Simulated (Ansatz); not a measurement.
# SiCl₂ + HF: a complex and its separated parts

Aim: how far the complex at one end of a reaction step lies below its separated, relaxed parts, level by level.

Computed with Ansatz 0.2.0, Gaussian basis. Level: PBE0-D4/def2-TZVP structures, single points in def2-TZVPP, no counterpoise correction.

Levels: SPW92, PBE-D4, BLYP-D4, r2SCAN-D4, B97M-V, PBE0-D4, B3LYP-D4, r2SCAN0-D4, BHLYP-D4, CAM-B3LYP-D4, wB97X-V, wB97M-V, B2PLYP, PBE-QIDH, RPA on PBE, Hartree-Fock, MP2, CCSD, CCSD(T).

Correlated methods freeze the cores. B3LYP uses VWN-RPA correlation. B2PLYP carries no dispersion term here.

56 further runs of the same task are left out: 56 set aside as unsound or not needed.

**1. The starting structure**

The complex: 5 atoms, charge 0, spin multiplicity 1.

Atoms are counted from 1 here; the program's logs count them from 0.

Bond lengths: Si1–Cl2 2.082 Å, Si1–Cl3 2.082 Å, H4–F5 0.924 Å. Angles: Cl2–Si1–Cl3 101.2°.

Geometry (Å):

```mol
Cl2FHSi
  3D, bonds by distance, orders not assigned

  5  3  0  0  0  0  0  0  0  0999 V2000
    0.3820   -1.0058    0.4744 Si  0  0
    1.5617   -0.9164   -1.2390 Cl  0  0
   -1.4405   -1.6247   -0.3198 Cl  0  0
   -0.1886    2.0164    0.9300 H   0  0
   -0.3146    1.5305    0.1544 F   0  0
  1  2  8  0
  1  3  8  0
  4  5  8  0
M  END
```

Its parts: SiCl₂ holds atoms 1, 2, 3; HF holds atoms 4, 5. Each part counts its atoms afresh in its own runs.

**2. Relaxing SiCl₂ alone**

The input, relax-a/in.yaml:

```yaml
crystal:
  periodic: [false, false, false]
  atoms:
    - {symbol: Si, position_ang: [0.382042, -1.005778, 0.474393]}
    - {symbol: Cl, position_ang: [1.561701, -0.916352, -1.239041]}
    - {symbol: Cl, position_ang: [-1.440475, -1.624707, -0.319755]}
basis:
  gaussian: {orbitals: def2-TZVP}
hamiltonian: {xc: pbe0, dispersion: d4}
relax: {f_tol: 0.005, max_steps: 200}
```

Command:

```sh
ansatz run in.yaml --threads 2 --pin off --events-out ev --progress --plain --max-ram 4352MiB
```

Further steps of the session: Relaxing HF alone; SPW92/def2-TZVPP; PBE-D4/def2-TZVPP; BLYP-D4/def2-TZVPP; r2SCAN-D4/def2-TZVPP; B97M-V/def2-TZVPP; PBE0-D4/def2-TZVPP; B3LYP-D4/def2-TZVPP; r2SCAN0-D4/def2-TZVPP; BHLYP-D4/def2-TZVPP; CAM-B3LYP-D4/def2-TZVPP; wB97X-V/def2-TZVPP; wB97M-V/def2-TZVPP; B2PLYP/def2-TZVPP; PBE-QIDH/def2-TZVPP; RPA on PBE/def2-TZVPP; CCSD(T)/def2-TZVPP; Vibrations of SiCl₂; Vibrations of HF.

Q: Predict the outcome of this session. Wanted: complex less parts, CCSD(T)/def2-TZVPP; with zero-point energy; largest T1 diagnostic.

The runs gave:

| quantity | value |
| --- | --- |
| complex less parts, CCSD(T)/def2-TZVPP | -0.077 eV |
| with zero-point energy | -0.046 eV |
| largest T1 diagnostic | 0.013 |

In words: At CCSD(T) the complex lies 0.077 eV below its parts. B2PLYP is the best functional here (-0.010 eV from CCSD(T)); SPW92 is the worst (-0.186 eV). Mean unsigned error by rung: LDA 0.186, GGA 0.074, meta-GGA 0.081, hybrid 0.064, range-separated hybrid 0.077, double hybrid 0.019 eV. PBE-D4 gives a relative energy 0.088 eV too low, an error of 114 % of the reference. The complex's frequency run has imaginary modes: the structure is no minimum, so both the energy and the zero-point correction are in doubt. No counterpoise was applied, and triple zeta lacks some correlation, so the CCSD(T) reference has a basis error of its own, and close matches with it are partly luck. The restricted Hartree–Fock reference is unstable towards an unrestricted one at one or more of these structures.
